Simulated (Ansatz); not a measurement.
# CH3NO4Zr: the cost of one run

Computed with Ansatz 0.2.0, Gaussian basis. Level: the settings change from run to run.

## (1) The relaxed structure

The geometry comes from an earlier relaxation with PBE0-D4 in a triple-zeta def2 set; it is a stationary point, not always the lowest conformer. Zr takes a core potential in def2 sets; no spin-orbit term is included.

10 atoms, charge 0, spin multiplicity 1.

Atoms are counted from 1 here; the program's logs count them from 0.

Bond lengths: O1–C2 1.169 Å, C2–N3 1.198 Å, N3–Zr4 2.067 Å, Zr4–O5 1.916 Å, Zr4–O6 1.916 Å, Zr4–O7 1.916 Å, O5–H8 0.952 Å, O6–H9 0.952 Å, O7–H10 0.952 Å. Angles: O1–C2–N3 180.0°, C2–N3–Zr4 179.8°, N3–Zr4–O5 108.7°, N3–Zr4–O6 108.7°, N3–Zr4–O7 108.7°, O5–Zr4–O6 110.2°, O5–Zr4–O7 110.2°, O6–Zr4–O7 110.2°, Zr4–O5–H8 166.2°, Zr4–O6–H9 166.2°, Zr4–O7–H10 166.2°.

## (2) B2PLYP/def2-TZVPD

This run has finite nuclei.

File in.yaml:

```yaml
crystal:
  periodic: [false, false, false]
  atoms:
    - {symbol: O, position_ang: [2.342323, -2.621085, 1.809784]}
    - {symbol: C, position_ang: [1.648524, -1.846954, 1.275524]}
    - {symbol: N, position_ang: [0.937213, -1.053474, 0.727937]}
    - {symbol: Zr, position_ang: [-0.284490, 0.317871, -0.219363]}
    - {symbol: O, position_ang: [-1.482465, -0.624680, -1.379918]}
    - {symbol: O, position_ang: [-1.271696, 1.282582, 1.109217]}
    - {symbol: O, position_ang: [0.810547, 1.519428, -1.232997]}
    - {symbol: H, position_ang: [-2.237498, -0.974336, -1.842857]}
    - {symbol: H, position_ang: [-1.677802, 1.944616, 1.660061]}
    - {symbol: H, position_ang: [1.215343, 2.056031, -1.907397]}
basis:
  gaussian: {orbitals: def2-TZVPD, nuclear_model: gaussian}
hamiltonian: {xc: {name: B2PLYP}}
```

Started as:

```sh
ansatz run in.yaml --threads 4 --pin off --events-out ev --progress --plain --max-ram 11315MiB
```

**Question.** How long does this run take on 4 threads of AMD EPYC 9R45, shared host, and how much memory does it need?

About 4.1 s, with a peak of 1.1 GiB.
